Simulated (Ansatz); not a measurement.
# C₃H₁₅GeNSi₂: one species, many methods

An exercise on one series of results from a longer session: the logs are not shown, and one member is left open.

Computed with Ansatz 0.2.0, Gaussian basis. Level: functionals in def2-TZVPP, the program's frozen cores in correlated methods.

The runs, in order: LDA (SPW92), PBE-D4, revPBE-D4, BLYP-D4, r2SCAN-D4, B97M-V, PBE0-D4, B3LYP-D4, r2SCANh-D4, r2SCAN0-D4, HSE06-D4, BHLYP-D4, CAM-B3LYP-D4, LC-ωPBE, ωB97X-V, ωB97M-V, B2PLYP, PBE-QIDH; CCSD(T)/def2-SVP; CCSD(T)/def2-TZVPP; MP2/def2-QZVPP; extrapolation to the limit; RPA on PBE.

### The geometry

All runs share one geometry, relaxed beforehand with PBE0-D4 in a triple-zeta def2 set.

SMILES `C[SiH2][N]([GeH3])[SiH](C)C`, 22 atoms, charge 0, spin multiplicity 1.

Atoms are counted from 1 here; the program's logs count them from 0.

Bond lengths: C1–Si2 1.866 Å, C1–H8 1.093 Å, C1–H9 1.093 Å, C1–H10 1.093 Å, Si2–N3 1.731 Å, Si2–H11 1.491 Å, Si2–H12 1.492 Å, N3–Ge4 1.846 Å, N3–Si5 1.739 Å, Ge4–H13 1.538 Å, Ge4–H14 1.539 Å, Ge4–H15 1.540 Å, Si5–C6 1.870 Å, Si5–C7 1.868 Å, Si5–H16 1.493 Å, C6–H17 1.094 Å, C6–H18 1.094 Å, C6–H19 1.092 Å and more. Angles: Si2–C1–H8 110.7°, Si2–C1–H9 111.0°, Si2–C1–H10 110.8°, H8–C1–H9 108.1°, H8–C1–H10 108.3°, H9–C1–H10 107.9°, C1–Si2–N3 112.8°, C1–Si2–H11 109.7°, C1–Si2–H12 108.7°, N3–Si2–H11 107.4°, N3–Si2–H12 109.9°, H11–Si2–H12 108.2°, Si2–N3–Ge4 118.8°, Si2–N3–Si5 120.2°, Ge4–N3–Si5 120.9°, N3–Ge4–H13 106.9°, N3–Ge4–H14 110.6°, N3–Ge4–H15 110.0° and more.

Coordinates:

```mol
C3H15GeNSi2
  3D, bonds by distance, orders not assigned

 22 21  0  0  0  0  0  0  0  0999 V2000
    1.3031   -2.5083   -1.4942 C   0  0
    1.5111   -0.7132   -1.0295 Si  0  0
    0.0495   -0.0008   -0.4360 N   0  0
   -1.2842    0.4260   -1.6394 Ge  0  0
   -0.1213    0.3651    1.2550 Si  0  0
   -1.9319    0.4322    1.7168 C   0  0
    0.7111    1.9785    1.6936 C   0  0
    0.9775   -3.0950   -0.6318 H   0  0
    0.5574   -2.6242   -2.2855 H   0  0
    2.2459   -2.9262   -1.8580 H   0  0
    2.5370   -0.5868    0.0446 H   0  0
    1.9937    0.0372   -2.2249 H   0  0
   -0.7232    0.1547   -3.0452 H   0  0
   -2.5312   -0.4432   -1.3973 H   0  0
   -1.6667    1.9110   -1.4953 H   0  0
    0.5344   -0.7317    2.0268 H   0  0
   -2.0305    0.6145    2.7905 H   0  0
   -2.4579    1.2403    1.2000 H   0  0
   -2.4409   -0.5070    1.4878 H   0  0
    0.6271    2.1873    2.7638 H   0  0
    0.2574    2.8112    1.1487 H   0  0
    1.7732    1.9484    1.4383 H   0  0
  1  2  8  0
  2  3  8  0
  3  4  8  0
  3  5  8  0
  5  6  8  0
  5  7  8  0
  1  8  8  0
  1  9  8  0
  1 10  8  0
  2 11  8  0
  2 12  8  0
  4 13  8  0
  4 14  8  0
  4 15  8  0
  5 16  8  0
  6 17  8  0
  6 18  8  0
  6 19  8  0
  7 20  8  0
  7 21  8  0
  7 22  8  0
M  END
```

Set-up of the first run:

in.yaml reads:

```yaml
crystal:
  periodic: [false, false, false]
  atoms:
    - {symbol: C, position_ang: [1.303134, -2.508290, -1.494249]}
    - {symbol: Si, position_ang: [1.511141, -0.713163, -1.029524]}
    - {symbol: N, position_ang: [0.049541, -0.000835, -0.435971]}
    - {symbol: Ge, position_ang: [-1.284198, 0.426039, -1.639398]}
    - {symbol: Si, position_ang: [-0.121319, 0.365089, 1.255045]}
    - {symbol: C, position_ang: [-1.931944, 0.432183, 1.716779]}
    - {symbol: C, position_ang: [0.711081, 1.978518, 1.693588]}
    - {symbol: H, position_ang: [0.977501, -3.094956, -0.631813]}
    - {symbol: H, position_ang: [0.557423, -2.624207, -2.285469]}
    - {symbol: H, position_ang: [2.245876, -2.926157, -1.858048]}
    - {symbol: H, position_ang: [2.537008, -0.586776, 0.044599]}
    - {symbol: H, position_ang: [1.993662, 0.037218, -2.224923]}
    - {symbol: H, position_ang: [-0.723211, 0.154750, -3.045178]}
    - {symbol: H, position_ang: [-2.531191, -0.443240, -1.397337]}
    - {symbol: H, position_ang: [-1.666716, 1.911009, -1.495306]}
    - {symbol: H, position_ang: [0.534351, -0.731739, 2.026808]}
    - {symbol: H, position_ang: [-2.030456, 0.614459, 2.790474]}
    - {symbol: H, position_ang: [-2.457924, 1.240265, 1.199992]}
    - {symbol: H, position_ang: [-2.440900, -0.506965, 1.487780]}
    - {symbol: H, position_ang: [0.627066, 2.187299, 2.763819]}
    - {symbol: H, position_ang: [0.257428, 2.811209, 1.148661]}
    - {symbol: H, position_ang: [1.773247, 1.948388, 1.438272]}
basis:
  gaussian: {orbitals: def2-TZVPP}
hamiltonian: {xc: lda}
output: {orbitals: {seedname: orbitals}}
```

Run with:

```bash
$ ansatz run in.yaml --threads 4 --pin off --events-out ev --progress --plain --max-ram 46080MiB --backend cuda --devices 0, --max-vram 37GiB
```

Among the steps run: LDA; PBE-D4 (GGA); revPBE-D4 (GGA); BLYP-D4 (GGA); r2SCAN-D4 (meta-GGA); B97M-V (meta-GGA); PBE0-D4 (hybrid); B3LYP-D4 (hybrid); r2SCANh-D4 (hybrid); r2SCAN0-D4 (hybrid); HSE06-D4 (hybrid); BHLYP-D4 (hybrid); CAM-B3LYP-D4 (range-separated); LC-ωPBE (range-separated); ωB97X-V (range-separated); ωB97M-V (range-separated); B2PLYP (double hybrid); PBE-QIDH (double hybrid).

One table of the session follows, with a row left open; its other results are not shown here.

It belongs to the step «Frontier levels by functional». 

| functional | HOMO (eV) | LUMO (eV) | gap (eV) |
| --- | --- | --- | --- |
| LDA (SPW92) | ? | ? | ? |
| PBE-D4 | -5.80 | -0.52 | 5.28 |
| revPBE-D4 | -5.75 | -0.38 | 5.37 |
| BLYP-D4 | -5.68 | -0.35 | 5.33 |
| r2SCAN-D4 | -6.08 | -0.21 | 5.87 |
| B97M-V | -6.24 | -0.36 | 5.88 |
| PBE0-D4 | -7.07 | 0.34 | 7.41 |
| B3LYP-D4 | -6.86 | 0.16 | 7.02 |
| r2SCANh-D4 | -6.55 | 0.09 | 6.64 |
| r2SCAN0-D4 | -7.27 | 0.52 | 7.78 |
| HSE06-D4 | -6.67 | -0.03 | 6.64 |
| BHLYP-D4 | -8.28 | 1.22 | 9.50 |
| CAM-B3LYP-D4 | -8.41 | 1.35 | 9.76 |
| LC-ωPBE | -9.73 | 2.52 | 12.25 |
| ωB97X-V | -9.41 | 2.32 | 11.74 |
| ωB97M-V | -9.32 | 2.02 | 11.33 |

**Question.** Estimate the row for LDA (SPW92).

As computed: HOMO (eV): -5.89; LUMO (eV): -0.80; gap (eV): 5.09. In the column «HOMO (eV)» it lies between r2SCAN-D4 (-6.08) and PBE-D4 (-5.80).
